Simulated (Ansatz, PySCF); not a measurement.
Eu2S2 in two programs

Eu2S2 (singlet in the valence; each metal's 4f electrons, 7 of them, lie in its core potential, out of spins and levels), relaxed with PySCF 2.14.0, RKS PBE0, Eu lcecp-0-SVP with ECP53, S def2-SVP; non-relativistic Hamiltonian with scalar-relativistic core potentials where named; density fitting; no spin-orbit coupling:

```xyz
4

Eu    0.0000    0.0000    1.8537
Eu    0.0000    0.0000   -1.8537
S     1.9460    0.0000    0.0000
S    -1.9460    0.0000    0.0000
```

There the HOMO–LUMO gap is 3.67 eV. The 4f levels lie in the core potential and are missing.

The same geometry by Ansatz 0.2.0 (PBE, PAW with the 4f shell of lanthanides and the 5f shell of actinides in the valence, a periodic box with 9 Å of vacuum; gaps over both spins; site moments in spheres, but by Gaussian weights under spin-orbit coupling, so that the two can't be compared; unpaired electrons at the start: 14, along z under spin-orbit coupling; the open shells may stand above their lowest state):

```csv
spin-orbit coupling,U on f (eV),gap (eV),spin moment on Eu1 (μB),orbital moment of its f shell (μB),largest force component (eV/Å)
without,0,0.35,6.78,–,0.87
without,5,1.66,6.83,–,0.68
with,5,1.64,6.52,0.02,0.70
```

(1) What does the run with spin-orbit coupling and with U = 0 eV give?

Semilocal functionals tend to give orbital moments well under those of Hund's rules.

Without U the plane-wave gap ends on 4f levels, which the Gaussian run lacks; U moves filled and empty 4f levels apart, though the lowest empty ones can remain 4f.

The spin-orbit runs use fully relativistic datasets of their own, so changes of a few hundredths of an eV needn't come from the coupling.

An lcecp potential fixes the number of 4f electrons, so in runs with it no electron can move into or out of that shell.

Results:

(1) gap (eV): 0.17, spin moment on Eu1 (μB): 6.46, orbital moment of its f shell (μB): 0.07, largest force component (eV/Å): 0.91. It took 3 min on 2 threads of Arm Neoverse V1 (shared host), peak memory 2.5 GiB.
